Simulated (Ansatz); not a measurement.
# InB2As3: the cost of one run

Program: Ansatz 0.2.0. Level of theory: DFT PBE, scalar-relativistic, plane waves, PAW. These are calculated values, not measurements.

### Step 1. The starting structure

The structure is hexagonal, space group P6/mmm (No. 191). The conventional cell has a = 4.764 Å, b = 4.764 Å, c = 5.073 Å, α = 90.00°, β = 90.00°, γ = 120.00°. Around In (site symmetry 6/mmm) lie 2 As at 2.54 Å and 6 B at 2.75 Å. Around B (site symmetry -6m2) lie 2 As at 2.54 Å and 3 B at 2.75 Å and 3 In at 2.75 Å. Around As (site symmetry -6m2) lie 2 B at 2.54 Å and 6 As at 2.75 Å. As (site symmetry 6/mmm) is surrounded by 2 In at 2.54 Å and 6 As at 2.75 Å.

Coordinates:

```
In B As
1.0
     4.76407    0.00000    0.00000
    -2.38203    4.12580    0.00000
     0.00000    0.00000    5.07273
In B As
1 2 3
Cartesian
  0.0000 0.0000 2.5364
  0.0000 2.7505 2.5364
  2.3820 1.3753 2.5364
  0.0000 2.7505 0.0000
  2.3820 1.3753 0.0000
  0.0000 0.0000 0.0000
```

It is the end of an earlier relaxation with the same method, from a generated guess; it is a trial structure. At a tolerance of 0.05 Å it has space group P6/mmm (No. 191); it has 16.62 Å³/atom, an uncorrected energy of +1.10 eV/atom over the elements.

### Step 2. Static run: bands, density of states and charges

Input file input.yaml:

```yaml
crystal:
  lattice:
    - [4.7640681702, 0.0, 0.0]
    - [-2.3820340851, 4.1258040608, 0.0]
    - [0.0, 0.0, 5.0727272627]
  atoms:
    - { symbol: In, position: [0.0, 0.0, 0.5] }
    - { symbol: B, position: [0.3333333333, 0.6666666667, 0.5] }
    - { symbol: B, position: [0.6666666667, 0.3333333333, 0.5] }
    - { symbol: As, position: [0.3333333333, 0.6666666667, 0.0] }
    - { symbol: As, position: [0.6666666667, 0.3333333333, 0.0] }
    - { symbol: As, position: [0.0, 0.0, 0.0] }
basis:
  ecutwfc: 420
kpoints:
  mp_grid: { grid: [12, 12, 8] }
  band_path:
    path:
      - [[0.0, 0.0, 0.0], [0.5, 0.0, 0.0], [0.33333333, 0.33333333, 0.0], [0.0, 0.0, 0.0], [0.0, 0.0, 0.5], [0.5, 0.0, 0.5], [0.33333333, 0.33333333, 0.5], [0.0, 0.0, 0.5]]
      - [[0.5, 0.0, 0.5], [0.5, 0.0, 0.0]]
      - [[0.33333333, 0.33333333, 0.5], [0.33333333, 0.33333333, 0.0]]
    npoints: 14
hamiltonian:
  xc: pbe
scf:
  occupations: { method: gaussian, width: 0.1 }
  n_extra_bands: 15
output:
  forces: true
  stress: true
  eigenvalues: true
  populations: true
  dos: { projected: true, de: 0.02, nscf_kmesh: { grid: [15, 15, 10] } }
  bader: true
  write_density: true
  write_potential: true
  elf: true
  volumetric_format: npy
```

Started as:

```sh
$ ansatz run input.yaml --threads 1 --pin off --max-ram 2560MiB --backend cpu --events-out ev --progress --plain --runs-dir out
```

Q: Estimate wall time and peak memory on 1 thread of Intel Xeon Platinum 8259CL at 2.50GHz (Skylake/Cascade Lake), shared host.

About 1.9 min, with a peak of 0.79 GiB.
